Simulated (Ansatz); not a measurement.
**ZnTeH2 (SMILES [ZnH][TeH]): one structure at several levels**

The task here is to estimate one member of a computed series from the others.

Program: Ansatz 0.2.0, Gaussian basis. Level of theory: single points in def2-TZVPP. These are calculated values, not measurements.

Correlated methods freeze the cores. The 3s and 3p shells of Cu and Zn are frozen; filled d shells are correlated. Core potentials replace the inner electrons past krypton, and spin-orbit coupling is left out.

## Starting geometry

SMILES `[ZnH][TeH]`, 4 atoms, charge 0, spin multiplicity 1.

Atoms are counted from 1 here; the program's logs count them from 0.

Bond lengths: Zn1–Te2 2.542 Å, Zn1–H3 1.515 Å, Te2–H4 1.756 Å. Angles: Te2–Zn1–H3 138.6°, Zn1–Te2–H4 99.5°.

Coordinates:

```
Zn    0.1072   -1.0680    0.2772
Te   -0.0572    1.4657    0.1483
H     0.5508   -2.1291    1.2636
H    -0.6598    1.6333   -1.4929
```

Set-up of the first run:

run/in.yaml reads:

```yaml
crystal:
  periodic: [false, false, false]
  atoms:
    - {symbol: Zn, position_ang: [0.107200, -1.068000, 0.277200]}
    - {symbol: Te, position_ang: [-0.057200, 1.465700, 0.148300]}
    - {symbol: H, position_ang: [0.550800, -2.129100, 1.263600]}
    - {symbol: H, position_ang: [-0.659800, 1.633300, -1.492900]}
basis:
  gaussian: {orbitals: def2-TZVPP}
correlation: {method: ccsd_t, frozen_orbitals: {H: 0, Te: 4, Zn: 9}}
output: {forces: true}
```

No record of the launch command was kept for these runs.

Among the steps run: CCSD(T)/def2-TZVPP; PBE0-D4/def2-TZVPP; wB97M-V/def2-TZVPP; r2SCAN-D4/def2-TZVPP; PBE-D4/def2-TZVPP; r2SCANh-D4/def2-TZVPP; CAM-B3LYP-D4/def2-TZVPP.

One of the session's tables, all rows but one given; the rest of the session is left out.

| method | RMS force component (eV/Å) | angle to CCSD(T) forces (°) | dipole (D) |
| --- | --- | --- | --- |
| CCSD(T) | 0.738 | reference | 2.01 |
| PBE0-D4 | 0.731 | 5.2 | 1.87 |
| wB97M-V | 0.780 | 4.3 | 2.01 |
| r2SCAN-D4 | 0.717 | 5.8 | 1.75 |
| PBE-D4 | 0.628 | 8.3 | 1.53 |
| r2SCANh-D4 | 0.743 | 4.9 | 1.85 |
| CAM-B3LYP-D4 | ? | ? | ? |

**Question.** Estimate the row for CAM-B3LYP-D4.

The run gave: RMS force component (eV/Å): 0.765; angle to CCSD(T) forces (°): 4.2; dipole (D): 1.91. In the column «RMS force component (eV/Å)» it lies between r2SCANh-D4 (0.743) and wB97M-V (0.780).
